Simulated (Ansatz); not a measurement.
CH5GeS, SMILES [CH3][GeH2][S], a ladder of basis sets

Program: Ansatz's Python interface.

`run_basis.py`
```python
import logging
import sys

import ansatz

logging.basicConfig(stream=sys.stdout, format="%(name)s: %(message)s")
log = logging.getLogger("ch5ges")
log.setLevel(logging.INFO)

config = {
    "xc": "B3LYP",
}

geometry_ang = [
    ("C", (-0.5358, 0.7634, -0.3362)),
    ("Ge", (0.4206, -0.7695, 0.1826)),
    ("S", (1.6012, -0.2931, 1.9261)),
    ("H", (0.1923, 1.6423, -0.5954)),
    ("H", (-1.2444, 1.114, 0.4675)),
    ("H", (-1.1991, 0.5853, -1.2414)),
    ("H", (1.3766, -1.2005, -0.9769)),
    ("H", (-0.5193, -1.899, 0.518)),
]
system = ansatz.Crystal.molecule()
for symbol, xyz in geometry_ang:
    system = system.atom(symbol, xyz)

model = (
    system.calculation()
    .functional(config["xc"])
    .spin("collinear", total=1)
)

energies = {}
for basis in ["def2-SVP", "def2-SVPD", "def2-TZVP", "def2-TZVPP"]:
    report = model.basis(gaussian=basis).run(threads=1).report
    size = report["n_frozen"] + report["n_occupied"][0] + report["n_virtual"][0]
    energies[basis] = (report["reference_energy_ev"] / 27.211386246, report["free_energy_ev"] / 27.211386246)
    log.info(f"{basis:14s} {size:4d} orbitals  reference {energies[basis][0]:14.6f} Ha  total {energies[basis][1]:14.6f} Ha")

last = energies["def2-TZVPP"][1]
for basis, (_, total) in energies.items():
    log.info(f"{basis:14s} lies {27.211386 * (total - last):9.4f} eV above def2-TZVPP")
```

Running `python run_basis.py` prints:
```text
ch5ges: def2-SVP         89 orbitals  reference   -2515.929341 Ha  total   -2515.929341 Ha
ch5ges: def2-SVPD       125 orbitals  reference   -2515.939251 Ha  total   -2515.939251 Ha
ch5ges: def2-TZVP       146 orbitals  reference   -2516.377360 Ha  total   -2516.377360 Ha
ch5ges: def2-TZVPP      191 orbitals  reference   -2516.379128 Ha  total   -2516.379128 Ha
ch5ges: def2-SVP       lies   12.2393 eV above def2-TZVPP
ch5ges: def2-SVPD      lies   11.9697 eV above def2-TZVPP
ch5ges: def2-TZVP      lies    0.0481 eV above def2-TZVPP
ch5ges: def2-TZVPP     lies    0.0000 eV above def2-TZVPP
```

Against def2-SVP: def2-SVPD -9.9 mHa, def2-TZVP -448.0 mHa and def2-TZVPP -449.8 mHa. The last step alone is -1.77 mHa (these two sets differ little on atoms other than hydrogen). From the first set to the last the time grows from 22.1 to 51.3 s.

Notes:
- The drop along the ladder measures the basis error, and is no property of the molecule.
- The geometry is a force-field or estimated start, not a minimum of this method, and the last set is no limit. Much of the fall in a total is atomic energy, which cancels in bond and reaction energies.
- The run takes the species as open-shell (spin multiplicity 2), which needn't be its ground state.
- b3lyp holds the VWN-RPA fit, as in Gaussian; the form of ORCA and Turbomole is b3lyp5.
- Timing: 2.6 min on 1 thread of Arm Neoverse V2 (shared host), peak memory 0.87 GiB.
